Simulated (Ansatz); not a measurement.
# Mg2Cd3O5: the cost of one run

Computed with Ansatz 0.2.0 (DFT PBE, scalar-relativistic, plane waves, PAW, unless a step's input says otherwise).

1 further run of the same task is left out (it didn't finish). Runs told in other sessions of the task aren't counted.

## Step 1: The starting structure

Symmetry: R-3m, No. 166, trigonal system. Conventional cell: a = 3.214 Å, b = 3.214 Å, c = 40.182 Å, α = 90.00°, β = 90.00°, γ = 120.00°. Mg (site symmetry 3m) is surrounded by 6 O at 2.18 Å. Cd (site symmetry -3m) is surrounded by 6 O at 2.37 Å. Cd (site symmetry 3m) is surrounded by 6 O at 2.35 to 2.37 Å. O (site symmetry 3m) has 3 Mg at 2.18 Å and 3 Cd at 2.37 Å in its first shell of neighbours. O (site symmetry -3m) is surrounded by 6 Cd at 2.35 Å.

As a file:

```xyz
10
Lattice="1.6070 0.9278 13.3939 -1.6070 0.9278 13.3939 0.0000 -1.8556 13.3939" Properties=species:S:1:pos:R:3 pbc="T T T"
Mg    0.0000    0.0000   16.0224
Mg    0.0000    0.0000   24.1592
Cd    0.0000    0.0000    0.0000
Cd    0.0000    0.0000    8.1372
Cd    0.0000    0.0000   32.0445
O     0.0000    0.0000   28.2672
O     0.0000    0.0000   11.9144
O     0.0000    0.0000   36.4066
O     0.0000    0.0000   20.0908
O     0.0000    0.0000    3.7750
```

The cell was relaxed beforehand at this level, from a generated guess; it is a trial structure. At a tolerance of 0.02 Å it has space group R-3m (No. 166); it has 11.98 Å³/atom, an uncorrected energy of -1.63 eV/atom over the elements.

## Step 2: Electronic structure at the relaxed geometry

The input, input.yaml:

```yaml
crystal:
  lattice:
    - [1.6069852429, 0.9277933626, 13.3938694224]
    - [-1.6069852429, 0.9277933626, 13.3938694224]
    - [0.0, -1.8555867251, 13.3938694224]
  atoms:
    - { symbol: Mg, position: [0.3987493638, 0.3987493638, 0.3987493638] }
    - { symbol: Mg, position: [0.6012506362, 0.6012506362, 0.6012506362] }
    - { symbol: Cd, position: [0.0, 0.0, 0.0] }
    - { symbol: Cd, position: [0.2025093622, 0.2025093622, 0.2025093622] }
    - { symbol: Cd, position: [0.7974906378, 0.7974906378, 0.7974906378] }
    - { symbol: O, position: [0.7034851924, 0.7034851924, 0.7034851924] }
    - { symbol: O, position: [0.2965148076, 0.2965148076, 0.2965148076] }
    - { symbol: O, position: [0.9060522904, 0.9060522904, 0.9060522904] }
    - { symbol: O, position: [0.5, 0.5, 0.5] }
    - { symbol: O, position: [0.0939477096, 0.0939477096, 0.0939477096] }
basis:
  ecutwfc: 420
kpoints:
  mp_grid: { grid: [12, 12, 12] }
  band_path:
    path:
      - [[0.0, 0.0, 0.0], [0.5, 0.5, 0.5], [0.83013444, 0.16986556, 0.5]]
      - [[0.5, -0.16986556, 0.16986556], [0.5, 0.0, 0.0], [0.0, 0.0, 0.0], [0.33493278, -0.33493278, 0.0]]
      - [[0.66506722, 0.0, 0.33493278], [0.5, 0.0, 0.5], [0.0, 0.0, 0.0]]
    npoints: 14
hamiltonian:
  xc: pbe
scf:
  occupations: { method: gaussian, width: 0.02 }
  n_extra_bands: 25
output:
  forces: true
  stress: true
  eigenvalues: true
  populations: true
  dos: { projected: true, de: 0.02, nscf_kmesh: { grid: [18, 18, 18] } }
  bader: true
  write_density: true
  write_potential: true
  elf: true
  volumetric_format: npy
```

Command:

```console
$ ansatz run input.yaml --threads 4 --pin off --max-ram 8192MiB --backend cpu --events-out ev --progress --plain --runs-dir out
```

Q: Estimate wall time and peak memory on 4 threads of Intel Xeon at 2.50GHz (Skylake/Cascade Lake), shared host.

About 3.1 min, with a peak of 2.9 GiB.
